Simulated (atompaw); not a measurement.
# Tellurium: generating and testing a PAW (atompaw) potential

Do these settings give a usable potential? It is generated, then checked for scattering, ghosts and hardness.

Program: atompaw 4.2.0.5. Reference atom: PBE, scalar-relativistic, spherical and spin-unpolarised. All values are calculated.

## (1) Starting point

Typed settings, in words:

| Property | Result |
| --- | --- |
| element | tellurium (Te, Z = 52) |
| type | PAW |
| frozen core | [Kr] |
| valence charge | 16 |
| reference configuration | 4d10 5s2 5p4 |
| partial waves | 5s (bound): rc 1.85 bohr; 5s channel at 0.1 Ry: rc 1.85 bohr; 5p (bound): rc 1.85 bohr; 5p channel at 2 Ry: rc 1.85 bohr; 4d (bound): rc 1.35 bohr; 4d channel at -1.25 Ry: rc 1.85 bohr |
| local potential | bessel scheme, radius 1.30 bohr |
| core correction | smooth core density matched at 1.25 bohr |
| augmentation charge | sinc compensation charge, radius 1.70 bohr; PAW radius 1.85 bohr; waves and projectors: custom rrkj gramschmidtortho |

The nodes and maxima of the atom's own shells, from an earlier all-electron run, set the scale for the radii.

All-electron outer shells of the reference configuration (PBE, scalar-relativistic, ld1.x):

| shell | level (eV) | outermost node (bohr) | outermost maximum (bohr) |
| --- | --- | --- | --- |
| 4s | -164.39 | 0.38 | 0.70 |
| 4p | -114.41 | 0.38 | 0.74 |
| 4d | -41.65 | 0.36 | 0.81 |
| 5s | -15.11 | 0.91 | 1.80 |
| 5p | -5.95 | 1.00 | 2.17 |

## (2) Generating the potential

Te.input reads:

```
Te 52
GGA-PBE scalarrelativistic loggrid 1500 logderivrange -5 5 251
5 5 4 0 0 0
5 1 4
0 0 0
c
c
c
c
v
c
c
c
v
c
v
2
1.85 1.70 1.30 1.25
y
0.1
n
y
2
n
y
-1.25
n
custom rrkj gramschmidtortho sinc
bessel
1.85
1.85
1.85
1.85
1.35
1.85
PWSCFOUT
UPFDX 0.0125d0 UPFXMIN -7.d0 UPFZMESH 52.d0
END
```

Command:

```
$ atompaw < Te.input > Te.log
```

Q: Predict the outcome of this session. Wanted: cutoffs for 10 and 1 mRy, occupied levels; bound ghosts; largest phase difference near zero energy, channels read; lowest eigenvalue of the overlap; share of valence orbitals outside the PAW sphere; UPF file.

As calculated:

| quantity | value |
| --- | --- |
| cutoffs for 10 and 1 mRy, occupied levels | 90 Ry and 140 Ry |
| bound ghosts | none found |
| largest phase difference near zero energy, channels read | 0.004 rad |
| lowest eigenvalue of the overlap (Bessel basis) | 0.007 (d) |
| share of valence orbitals outside the PAW sphere | 5s 58 %, 5p 79 %, 4d 3 % |
| UPF file | written |

What this shows: The overlap operator is nearly singular (0.007). The potential is hard: the looser tolerance needs 90 Ry. The slowest occupied level is 4d: taken alone it needs 90 Ry to come within 1 mRy, against 15 Ry for 5p. It is free of bound ghosts as far as tested. Near zero energy the phases of the channels with partial waves that could be evaluated agree within 0.004 rad. These are tests on the free atom; a crystal test is still owed.
